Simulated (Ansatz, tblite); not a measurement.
# The cluster Zr4O8: a ladder of methods and basis sets

The task here is to estimate one member of a computed series from the others.

Computed with Ansatz 0.2.0, Gaussian basis. Level: as each input shows.

Levels to be run: GFN1-xTB, GFN2-xTB, PBE-D4/def2-TZVP, r2SCAN-D4/def2-TZVP, PBE-QIDH/def2-TZVP, revPBE-D4/def2-TZVP, PBE-D4/def2-SVP, PBE0-D4/def2-SVP, MP2/def2-SVP.

2 further runs of the same task are left out: 2 set aside as unsound or not needed. Runs told in other sessions of the task aren't counted.

### The geometry

The geometry is that of the singlet, from an earlier relaxation (PBE-D4/def2-SVP). At that level it is the lowest of the isomers that a small search found.

12 atoms, charge 0, spin multiplicity 1.

Bond lengths: Zr1–O5 2.095 Å, Zr1–O9 2.021 Å, Zr1–O10 2.021 Å, Zr1–O12 1.908 Å, Zr2–O6 2.137 Å, Zr2–O7 1.779 Å, Zr2–O8 2.126 Å, Zr2–O11 2.125 Å, Zr3–O5 2.086 Å, Zr3–O6 2.104 Å, Zr3–O8 1.924 Å, Zr3–O9 2.035 Å, Zr3–O12 2.365 Å, Zr4–O5 2.086 Å, Zr4–O6 2.103 Å, Zr4–O10 2.036 Å, Zr4–O11 1.924 Å, Zr4–O12 2.365 Å. Angles: O5–Zr1–O9 75.7°, O5–Zr1–O10 75.7°, O5–Zr1–O12 80.3°, O9–Zr1–O10 150.7°, O9–Zr1–O12 84.6°, O10–Zr1–O12 84.6°, O6–Zr2–O7 111.3°, O6–Zr2–O8 77.0°, O6–Zr2–O11 77.0°, O7–Zr2–O8 118.6°, O7–Zr2–O11 118.4°, O8–Zr2–O11 122.6°, O5–Zr3–O6 79.4°, O5–Zr3–O8 88.9°, O5–Zr3–O9 75.6°, O5–Zr3–O12 70.7°, O6–Zr3–O8 82.3°, O6–Zr3–O9 140.4° and more.

Zr takes a core potential in the def2 sets. No spin-orbit coupling is included.

PBE0-D4/def2-TZVP was run before; its log isn't repeated, and its numbers join the tables.

Set-up of the first run:

Tight binding, by tblite at 300 K electronic temperature and without a spin-polarisation term:

```python
tblite.interface.Calculator('GFN1-xTB', numbers, positions, charge=0, uhf=0).singlepoint()
```

Tight binding, by tblite at 300 K electronic temperature and without a spin-polarisation term:

```python
tblite.interface.Calculator('GFN2-xTB', numbers, positions, charge=0, uhf=0).singlepoint()
```

start.molden holds the orbitals of an earlier run on this state, given as this run's starting guess.

Contents of in.yaml:

```yaml
crystal:
  periodic: [false, false, false]
  atoms:
    - {symbol: Zr, position_ang: [-2.139501, -0.904315, -1.328512]}
    - {symbol: Zr, position_ang: [2.026556, 1.040460, 0.669270]}
    - {symbol: Zr, position_ang: [-1.091968, 1.044358, 0.564500]}
    - {symbol: Zr, position_ang: [0.487810, -1.518953, -0.234504]}
    - {symbol: O, position_ang: [-0.339085, 0.154570, -1.165314]}
    - {symbol: O, position_ang: [0.417780, -0.172716, 1.380210]}
    - {symbol: O, position_ang: [3.209043, 1.364978, 1.957534]}
    - {symbol: O, position_ang: [0.342452, 2.325002, 0.487430]}
    - {symbol: O, position_ang: [-2.695113, 0.928648, -0.683684]}
    - {symbol: O, position_ang: [-0.712322, -2.288822, -1.687363]}
    - {symbol: O, position_ang: [2.233207, -0.743012, -0.468190]}
    - {symbol: O, position_ang: [-1.738860, -1.230207, 0.508624]}
basis:
  gaussian: {orbitals: def2-TZVP, initial_orbitals: start.molden}
hamiltonian: {xc: pbe, dispersion: d4}
scf: {omitted_lower_state_checks: [starts]}
output: {orbitals: {seedname: orbitals}}
```

The run is started by

```bash
ansatz run in.yaml --threads 4 --pin off --events-out ev --progress --plain --max-ram 6963MiB
```

Steps of the session up to this table: PBE-D4/def2-TZVP; r2SCAN-D4/def2-TZVP; PBE-QIDH/def2-TZVP; revPBE-D4/def2-TZVP; PBE-D4/def2-SVP; PBE0-D4/def2-SVP; MP2/def2-SVP.

One of the session's tables, all rows but one given; the rest of the session is left out.

It belongs to the step «Binding energy». 

```
             level  binding an atom (eV)
       HF/def2-SVP                     ?
  PBE0-D4/def2-SVP                 6.274
 PBE0-D4/def2-TZVP                 6.151
PBE-QIDH/def2-TZVP                 6.165
      MP2/def2-SVP                 6.407
```

**Question.** Estimate the row for HF/def2-SVP.

As computed: binding an atom (eV): 3.918. In the column «binding an atom (eV)» it is the lowest.

Limits of these values: Free atoms were run apart at each level; binding is atoms less cluster, divided by the number of atoms, without zero-point or spin-orbit terms.
